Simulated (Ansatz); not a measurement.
# Cs2InSbBr6: a kick along a soft mode

The task, for Cs2InSbBr6: push the atoms along a low mode and relax.

Program: Ansatz 0.2.0. Level of theory: DFT PBEsol, scalar-relativistic, plane waves, PAW. These are calculated values, not measurements.

1 further run of the same task is left out (set aside as unsound or not needed).

## 1. The structure to begin with

The structure is cubic, space group Fm-3m (No. 225). The conventional cell has a = 11.503 Å, b = 11.503 Å, c = 11.503 Å, α = 90.00°, β = 90.00°, γ = 90.00°. Around Cs (site symmetry -43m) lie 12 Br at 4.07 Å. Around In (site symmetry m-3m) lie 6 Br at 2.95 Å. Sb (site symmetry m-3m) has 6 Br at 2.80 Å as nearest neighbours. Br (site symmetry 4mm) is surrounded by 1 Sb at 2.80 Å and 1 In at 2.95 Å.

Coordinates:

```xyz
10
Lattice="0.0000 5.7514 5.7514 5.7514 0.0000 5.7514 5.7514 5.7514 0.0000" Properties=species:S:1:pos:R:3 pbc="T T T"
Cs    8.6271    8.6271    8.6271
Cs    2.8757    2.8757    2.8757
In    5.7514    5.7514    5.7514
Sb    0.0000    0.0000    0.0000
Br    2.7976    5.7514    5.7514
Br    5.7514    5.7514    2.7976
Br    8.7052    5.7514    5.7514
Br    5.7514    2.7976    5.7514
Br    5.7514    8.7052    5.7514
Br    5.7514    5.7514    8.7052
```

It goes back to an entry of the Materials Project, which need not be the stable form.

This cell was relaxed beforehand with the same method: volume 38.05 Å³/atom, gap on the mesh none (metal).

## 2. The reference cell

Reference values: F = -39535.3073 eV; pressure 0.00 GPa; largest force 0.000 eV/Å; gap on the mesh none (metal). It was computed beforehand with the settings of the runs below.

## 3. Breaking the symmetry

The atoms are moved along a mode of 17i cm⁻¹:

```csv
atom,ux (Å),uy (Å),uz (Å)
Cs1,0.000,0.000,0.000
Cs2,0.000,0.000,0.000
In3,0.000,0.000,0.000
Sb4,0.000,0.000,0.000
Br5,0.000,0.106,0.106
Br6,-0.106,0.000,0.000
Br7,0.000,-0.106,-0.106
Br8,-0.106,0.000,0.000
Br9,0.106,0.000,0.000
Br10,0.106,0.000,0.000
```

## 4. Relaxation of the disturbed structure

The input, input.yaml:

```yaml
crystal:
  lattice:
    - [0.0, 5.7513916686, 5.7513916686]
    - [5.7513916686, 0.0, 5.7513916686]
    - [5.7513916686, 5.7513916686, 0.0]
  atoms:
    - { symbol: Cs, position: [0.75, 0.75, 0.75] }
    - { symbol: Cs, position: [0.25, 0.25, 0.25] }
    - { symbol: In, position: [0.5, 0.5, 0.5] }
    - { symbol: Sb, position: [0.0, 0.0, 0.0] }
    - { symbol: Br, position: [0.7752337265, 0.2432080739, 0.2432080739] }
    - { symbol: Br, position: [0.2524289741, 0.2339871737, 0.7475710259] }
    - { symbol: Br, position: [0.2247662735, 0.7567919261, 0.7567919261] }
    - { symbol: Br, position: [0.2524289741, 0.7475710259, 0.2339871737] }
    - { symbol: Br, position: [0.7475710259, 0.2524289741, 0.7660128263] }
    - { symbol: Br, position: [0.7475710259, 0.7660128263, 0.2524289741] }
basis:
  ecutwfc: 420
kpoints:
  mp_grid: { grid: [6, 6, 6] }
hamiltonian:
  xc: pbesol
scf:
  occupations: { method: gaussian, width: 0.15 }
output:
  forces: true
  stress: true
  eigenvalues: true
  write_density: true
  write_potential: true
  elf: true
  volumetric_format: npy
relax:
  adjacent_minimum: "off"
  f_tol: 0.008
  max_steps: 80
  cell: { stress_tol: 0.08 }
```

On the command line:

```bash
$ ansatz run input.yaml --threads 2 --pin off --max-ram 5120MiB --backend cpu --events-out ev --progress --plain --runs-dir out
```

**Question.** What will these runs give? Wanted: end of the relaxation, from the reference; final space group; volume change.

The runs gave:

| quantity | value |
| --- | --- |
| end of the relaxation, from the reference | -1.4 meV/atom |
| final space group | C2/m (tolerance 0.01 Å; reference Fm-3m) |
| volume change | -0.22 % |

In words: It ends within 1.5 meV/atom of the reference, but with atoms at other places. The runs treat Sb without spin-orbit coupling.
